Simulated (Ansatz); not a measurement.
# SC-NEVPT2(6,6)/def2-TZVP (start density atoms) run of C3H11AlO (SMILES C[Al-](C)(C)[OH2+])

Aim: the energy difference between two shapes of C3H11AlO at SC-NEVPT2(6,6)/def2-TZVP (start density atoms), from 2 runs. 

The results are computed with Ansatz 0.2.0.

8 further runs of the same task are left out: 1 for a known fault of the program, 2 that didn't finish, 5 set aside as unsound or not needed. Runs told in other sessions of the task aren't counted.

## 1. Starting point

C3H11AlO has 16 atoms, charge 0, and is taken as a singlet. SMILES: `C[Al-](C)(C)[OH2+]`. The coordinates come from a PBE0-D4/def2-TZVP relaxation. This is one conformer, not always the lowest.

Bond lengths: C1–Al2 1.979 Å, Al2–C3 1.979 Å, Al2–C4 1.966 Å, Al2–O5 2.056 Å, C1–H6 1.097 Å, C1–H7 1.096 Å, C1–H8 1.097 Å, C3–H9 1.097 Å, C3–H10 1.097 Å, C3–H11 1.096 Å, C4–H12 1.095 Å, C4–H13 1.096 Å, C4–H14 1.095 Å, O5–H15 0.964 Å, O5–H16 0.964 Å. Some angles: C1–Al2–C3 117.8°, C1–Al2–C4 117.9°, C1–Al2–O5 96.3°, C3–Al2–C4 118.0°, C3–Al2–O5 96.3°, C4–Al2–O5 102.6°, Al2–C1–H6 113.5°, Al2–C1–H7 110.5°, Al2–C1–H8 113.0°, Al2–C3–H9 113.0°.

## 2. The energy at SC-NEVPT2(6,6)/def2-TZVP (start density atoms)

The input, molecule.yaml:

```yaml
basis:
  gaussian:
    orbitals: def2-TZVP
crystal:
  periodic: [false, false, false]
  atoms:
    - {symbol: C, position_ang: [-0.637980, 0.723110, -1.712710]}
    - {symbol: Al, position_ang: [0.085580, -0.140530, -0.085580]}
    - {symbol: C, position_ang: [1.698930, 0.654370, 0.740480]}
    - {symbol: C, position_ang: [-0.210750, -2.071140, 0.142530]}
    - {symbol: O, position_ang: [-1.268240, 0.678630, 1.227590]}
    - {symbol: H, position_ang: [-0.585750, 1.818080, -1.686750]}
    - {symbol: H, position_ang: [-0.069050, 0.414640, -2.597260]}
    - {symbol: H, position_ang: [-1.679210, 0.445600, -1.917720]}
    - {symbol: H, position_ang: [1.843550, 0.343900, 1.782560]}
    - {symbol: H, position_ang: [1.707300, 1.750610, 0.717030]}
    - {symbol: H, position_ang: [2.601530, 0.334090, 0.207600]}
    - {symbol: H, position_ang: [-0.016600, -2.405220, 1.167190]}
    - {symbol: H, position_ang: [0.454110, -2.651670, -0.507280]}
    - {symbol: H, position_ang: [-1.233710, -2.369370, -0.110180]}
    - {symbol: H, position_ang: [-0.808840, 1.221910, 1.877580]}
    - {symbol: H, position_ang: [-1.880870, 1.252980, 0.754900]}
correlation:
  method: sc_nevpt2
  active_space: {window: {electrons: 6, orbitals: 6}, fixed_orbitals: true}
  frozen_orbitals: {Al: 5, C: 1, H: 0, O: 1}
output: {orbitals: {seedname: orbitals}}
```

The run is started by

```sh
$ ansatz run molecule.yaml --threads 1 --pin off --max-ram 3480MiB --events-out events.jsonl --progress --plain --runs-dir runs
```

Log:

```text
Warning: RAYON_NUM_THREADS=1 ignored (pool sized by the plan → 1); use --threads N
Functional definition: HF
  name "HF"
  exchange = exact_x
  correlation = 0
1559 factors; integrals over basis functions are off by at most 1.3e-3 eV
mean field evaluation 1: about -11882.8534 eV, gradient 5.0e1 eV
mean field evaluation 2: about -11883.0002 eV, gradient 5.1e1 eV
mean field evaluation 4: about -11888.8121 eV, gradient 4.0e0 eV
mean field evaluation 8: about -11888.8759 eV, gradient 2.6e-1 eV
mean field -11888.87626590 eV, -436.9081442022 hartree, gradient 3.6e-6 eV, S^2 0.000000; 0 other end points of the search recorded, 0 dependent functions left out
reference -11888.87626590 eV, -436.9081442022 hartree; 25, 25 occupied and 202, 202 virtual orbitals, 1559 factors
state -11888.87776451 eV, -436.9081992748 hartree
state -11888.87776451 eV, -436.9081992748 hartree; corrected -11912.03482476 eV, -437.7592055427 hartree
Total energy: -11912.03482476 eV, -437.7592055427 hartree
```

Run time: 12 s. Hardware: 1 thread of Arm Neoverse V2, shared host; peak memory 0.51 GiB.

## 3. The distorted shape at the same level

The input, molecule.yaml:

```yaml
basis:
  gaussian:
    orbitals: def2-TZVP
crystal:
  periodic: [false, false, false]
  atoms:
    - {symbol: C, position_ang: [-0.595493, 0.715517, -1.725403]}
    - {symbol: Al, position_ang: [0.079200, -0.169666, -0.077693]}
    - {symbol: C, position_ang: [1.704712, 0.684195, 0.746485]}
    - {symbol: C, position_ang: [-0.215825, -2.030367, 0.150968]}
    - {symbol: O, position_ang: [-1.292330, 0.699314, 1.263680]}
    - {symbol: H, position_ang: [-0.577395, 1.789447, -1.673442]}
    - {symbol: H, position_ang: [-0.092871, 0.385805, -2.598655]}
    - {symbol: H, position_ang: [-1.656478, 0.500424, -1.915462]}
    - {symbol: H, position_ang: [1.871848, 0.359225, 1.782488]}
    - {symbol: H, position_ang: [1.692101, 1.740293, 0.699342]}
    - {symbol: H, position_ang: [2.598810, 0.320168, 0.224888]}
    - {symbol: H, position_ang: [-0.058182, -2.428467, 1.186366]}
    - {symbol: H, position_ang: [0.424831, -2.618746, -0.526626]}
    - {symbol: H, position_ang: [-1.236656, -2.344999, -0.131696]}
    - {symbol: H, position_ang: [-0.825842, 1.198390, 1.879085]}
    - {symbol: H, position_ang: [-1.895414, 1.244495, 0.774906]}
correlation:
  method: sc_nevpt2
  active_space: {window: {electrons: 6, orbitals: 6}, fixed_orbitals: true}
  frozen_orbitals: {Al: 5, C: 1, H: 0, O: 1}
output: {orbitals: {seedname: orbitals}}
```

The run is started by

```sh
$ ansatz run molecule.yaml --threads 1 --pin off --max-ram 3480MiB --events-out events.jsonl --progress --plain --runs-dir runs
```

Log:

```text
Warning: RAYON_NUM_THREADS=1 ignored (pool sized by the plan → 1); use --threads N
Functional definition: HF
  name "HF"
  exchange = exact_x
  correlation = 0
1561 factors; integrals over basis functions are off by at most 1.2e-3 eV
mean field evaluation 1: about -11882.6418 eV, gradient 5.1e1 eV
mean field evaluation 2: about -11882.7896 eV, gradient 5.1e1 eV
mean field evaluation 4: about -11888.6455 eV, gradient 3.9e0 eV
mean field evaluation 8: about -11888.7078 eV, gradient 2.5e-1 eV
mean field -11888.70812247 eV, -436.9019650450 hartree, gradient 3.2e-6 eV, S^2 0.000000; 0 other end points of the search recorded, 0 dependent functions left out
reference -11888.70812247 eV, -436.9019650450 hartree; 25, 25 occupied and 202, 202 virtual orbitals, 1561 factors
state -11888.70957466 eV, -436.9020184121 hartree
state -11888.70957466 eV, -436.9020184121 hartree; corrected -11911.80056574 eV, -437.7505966825 hartree
Total energy: -11911.80056574 eV, -437.7505966825 hartree
```

Run time: 11 s. Hardware: 1 thread of Arm Neoverse V2, shared host; peak memory 0.5 GiB.

## 4. Summary of results

Level: SC-NEVPT2(6,6)/def2-TZVP (start density atoms).

```
                              quantity          value
             first shape: total energy  -437.75921 Eh
         distorted shape: total energy  -437.75060 Eh
energy change with the atoms displaced       0.234 eV
```

In words: With the atoms displaced the energy rises by 0.23 eV (22.6 kJ/mol). The first shape isn't relaxed at this level, so the change isn't measured from a minimum.
